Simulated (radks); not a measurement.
# The Coulomb parameter U of the 4f shell of Nd³⁺

The task here is to estimate one member of a computed series from the others.

Program: radks (a radial shooting solver on a logarithmic mesh, Libxc functionals) version 1. Level of theory: scalar-relativistic Kohn-Sham, LDA (Slater exchange, Perdew-Wang correlation), spin-unpolarised, spherical densities, finite nucleus. These are calculated values, not measurements, unless marked.

## The atom as given

| Property | Result |
| --- | --- |
| element | neodymium (Z = 60) |
| charge | +3 |
| electrons | 57 |
| configuration | [Xe] 4f2 6p1 |
| nuclear rms radius | 4.9123 fm |

Outer shells as boxes (Hund's rule):

Nd³⁺
```
[Xe] core
4f [↑ ][↑ ][  ][  ][  ][  ][  ]
6p [↑ ][  ][  ]
```

Set-up of the first run:

The run's settings:

```text
Z 60
configuration [Xe] 4f2 6p1
relativity scalar-relativistic
functional lda,pw
spin unpolarised
nucleus finite rms 4.9123 fm
c 137.035999084
```

Steps of the session up to this table: Start: [Xe] 4f2 6p1.

One table of the session follows, with a row left open; its other results are not shown here.

It belongs to the step «Start: [Xe] 4f2 6p1». Sizes of the orbitals, from the radial functions (bohr):

```
level     <r>  outermost maximum (interpolated)  90 % within  nodes
   3d       ?                                 ?            ?      ?
   4s  0.6052                             0.564        0.869      3
   4p  0.6397                             0.588        0.930      2
   4d  0.6981                             0.615         1.05      1
   5s   1.399                              1.28         2.00      4
   5p   1.587                              1.43         2.29      3
   4f  0.9027                             0.636         1.50      0
   6p   3.637                              3.42         5.12      4
```

Estimate the missing values for 3d.

**Answer.** <r>: 0.2419; outermost maximum (interpolated): 0.196; 90 % within: 0.378; nodes: 0. In the column «<r>» it is the lowest.
